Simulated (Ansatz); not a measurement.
**GeBr2F2: basis-set convergence**

The task here is to estimate one member of a computed series from the others.

Program: Ansatz 0.2.0, Gaussian basis. Level of theory: one geometry, several basis sets. These are calculated values, not measurements.

Levels to be run: PBE0-D4/def2-SVP; ωB97M-V/def2-SVP; PBE0-D4/def2-QZVPP; ωB97M-V/def2-QZVPP; the functionals' def2-TZVPP values are taken from earlier runs.

### Structure used throughout

The geometry comes from an earlier relaxation with PBE0-D4 in a triple-zeta def2 set; it is a stationary point.

SMILES `[F][Ge]([F])([Br])[Br]`, 5 atoms, charge 0, spin multiplicity 1.

Atoms are counted from 1 here; the program's logs count them from 0.

Bond lengths: F1–Ge2 1.709 Å, Ge2–F3 1.709 Å, Ge2–Br4 2.253 Å, Ge2–Br5 2.253 Å. Angles: F1–Ge2–F3 105.4°, F1–Ge2–Br4 109.2°, F1–Ge2–Br5 109.2°, F3–Ge2–Br4 109.2°, F3–Ge2–Br5 109.2°, Br4–Ge2–Br5 114.4°.

Geometry (Å):

```xyz
5

F     1.1961   -1.2220    0.4561
Ge    0.0230   -0.0444    0.0583
F    -0.7877    0.3007    1.5229
Br   -1.4422   -0.9254   -1.4086
Br    1.0606    1.8177   -0.6701
```

Set-up of the first run:

The input, in.yaml:

```yaml
crystal:
  periodic: [false, false, false]
  atoms:
    - {symbol: F, position_ang: [1.196135, -1.222049, 0.456127]}
    - {symbol: Ge, position_ang: [0.022958, -0.044434, 0.058293]}
    - {symbol: F, position_ang: [-0.787662, 0.300672, 1.522939]}
    - {symbol: Br, position_ang: [-1.442167, -0.925447, -1.408608]}
    - {symbol: Br, position_ang: [1.060637, 1.817657, -0.670051]}
basis:
  gaussian: {orbitals: def2-SVP}
hamiltonian: {xc: pbe0, dispersion: d4}
output: {orbitals: {seedname: orbitals}}
```

Command:

```sh
ansatz run in.yaml --threads 4 --pin off --events-out ev --progress --plain --max-ram 10444MiB
```

Among the steps run: PBE0-D4 in def2-SVP; ωB97M-V in def2-SVP; PBE0-D4 in def2-QZVPP; ωB97M-V in def2-QZVPP.

One of the session's tables, all rows but one given; the rest of the session is left out.

It belongs to the step «Density functionals: the series». 

| functional | basis | HOMO (eV) | LUMO (eV) |
| --- | --- | --- | --- |
| PBE0-D4 | def2-SVP | -9.23 | -2.21 |
| PBE0-D4 | def2-TZVPP | -9.31 | -2.32 |
| PBE0-D4 | def2-QZVPP | ? | ? |
| ωB97M-V | def2-SVP | -11.41 | -0.07 |
| ωB97M-V | def2-TZVPP | -11.51 | -0.28 |
| ωB97M-V | def2-QZVPP | -11.53 | -0.36 |

Estimate the missing values for PBE0-D4, def2-QZVPP.

The run gave: HOMO (eV): -9.32; LUMO (eV): -2.36. In the column «HOMO (eV)» it lies between ωB97M-V, def2-SVP (-11.41) and PBE0-D4, def2-TZVPP (-9.31).
